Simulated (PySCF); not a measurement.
# The bond of KS, level by level

The task here is to estimate one member of a computed series from the others.

Method: K x2c-SVPall, S x2c-SVPall, spin-free X2C with a Gaussian nucleus; program: PySCF 2.14.0.

Set-up of the first run:

Settings of the job:

| Property | Result |
| --- | --- |
| atoms | K, S |
| charge | 0 |
| basis | K x2c-SVPall, S x2c-SVPall |
| Hamiltonian | spin-free X2C with a Gaussian nucleus |
| basis functions | 42 |
| electrons treated | 35 |
| masses in u | 38.9637, 31.9721 |
| levels | PBE0, PBE, r²SCAN, BHandHLYP, revPBE, r²SCAN0, HF, MP2, SCS-MP2, CCSD, CCSD(T) |
| grid | 80 radial by 434 angular points |
| occupations | held fixed by the projection of orbital angular momentum |
| dissociation limit | K + S, each in its ground configuration |
| starting distance in angstrom | 2.930 |
| values of 2S to try | 1, 3 |

Run with:

```sh
OMP_NUM_THREADS=1 python dia.py task.json out
```

Among the steps run: The job; First curve: PBE0; Higher solutions at PBE0; PBE (GGA); r²SCAN (meta-GGA); BHandHLYP (global hybrid GGA); revPBE (GGA); r²SCAN0; UHF (mean field); Correlated methods on the Hartree–Fock reference.

One of the session's tables, all rows but one given; the rest of the session is left out.

Energy (eV) from each level's lowest point:

| R (Å) | UHF | UHF-MP2 | UHF-SCS-MP2 | UHF-CCSD | UHF-CCSD(T) |
| --- | --- | --- | --- | --- | --- |
| 2.429 | 0.745 | 0.655 | 0.669 | n/a | n/a |
| 2.542 | 0.359 | 0.303 | 0.312 | 0.307 | 0.308 |
| 2.655 | ? | ? | ? | ? | ? |
| 2.739 | 0.047 | 0.031 | 0.033 | 0.032 | 0.032 |
| 2.824 | 0.005 | 0.000 | 0.000 | 0.000 | 0.000 |
| 2.909 | 0.000 | 0.003 | 0.001 | 0.002 | 0.001 |
| 3.022 | 0.034 | 0.045 | 0.041 | 0.042 | 0.040 |
| 3.163 | 0.123 | 0.139 | 0.134 | 0.134 | 0.130 |
| 3.332 | 0.271 | 0.291 | 0.283 | 0.283 | 0.277 |
| 3.558 | 0.504 | 0.529 | 0.519 | n/a | n/a |

Q: Estimate the row for R (Å) = 2.655 from the others.

Worked estimate for «UHF». A straight line through the neighbours (2.542, 0.359) and (2.739, 0.047) gives 0.359 + (0.047 − 0.359) × (2.655 − 2.542) / (2.739 − 2.542) = 0.180; a parabola fitted to 4 rows on both sides gives 0.129.

As computed: UHF: 0.136; UHF-MP2: 0.106; UHF-SCS-MP2: 0.111; UHF-CCSD: 0.108; UHF-CCSD(T): 0.109. In «UHF» the line misses by +0.044 and the parabola by -0.007.
